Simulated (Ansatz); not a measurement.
# CH2InN: the cost of one run

All numbers below are computed with Ansatz 0.2.0 (RKS PBE0-D4/def2-SVP).

## (1) The system as given

Bond lengths: N1–C2 1.198 Å, C2–In3 1.793 Å, In3–H4 0.906 Å, In3–H5 1.641 Å. Angles: N1–C2–In3 171.8°, C2–In3–H4 104.3°, C2–In3–H5 82.0°, H4–In3–H5 163.6°.

Coordinates:

```xyz
5

N     0.1344   -1.5527    1.3352
C     0.0777   -0.6591    0.5390
In   -0.1253    0.5109   -0.8047
H    -0.7921    0.1606   -1.3087
H     0.7553    1.4667    0.1978
```

## (2) Preparing the start

The input, input.yaml:

```yaml
crystal:
  periodic: [false, false, false]
  atoms:
    - { symbol: "N", position_ang: [0.1344, -1.5527, 1.3352] }
    - { symbol: C, position_ang: [0.0777, -0.6591, 0.539] }
    - { symbol: In, position_ang: [-0.1253, 0.5109, -0.8047] }
    - { symbol: H, position_ang: [-0.7921, 0.1606, -1.3087] }
    - { symbol: H, position_ang: [0.7553, 1.4667, 0.1978] }
basis:
  gaussian: { orbitals: def2-SVP }
hamiltonian:
  xc: pbe0
  dispersion: d4
relax:
  f_tol: 0.02
  max_steps: 40
scf:
  lower_state_search: "off"
output:
  orbitals: {}
```

On the command line:

```console
ansatz run input.yaml --threads 1 --pin off --max-ram 2048MiB --backend cpu --events-out ev --progress --plain --runs-dir out
```

Q: Estimate wall time and peak memory on 1 thread of an Arm CPU, shared host.

About 16 s, with a peak of 0.12 GiB.
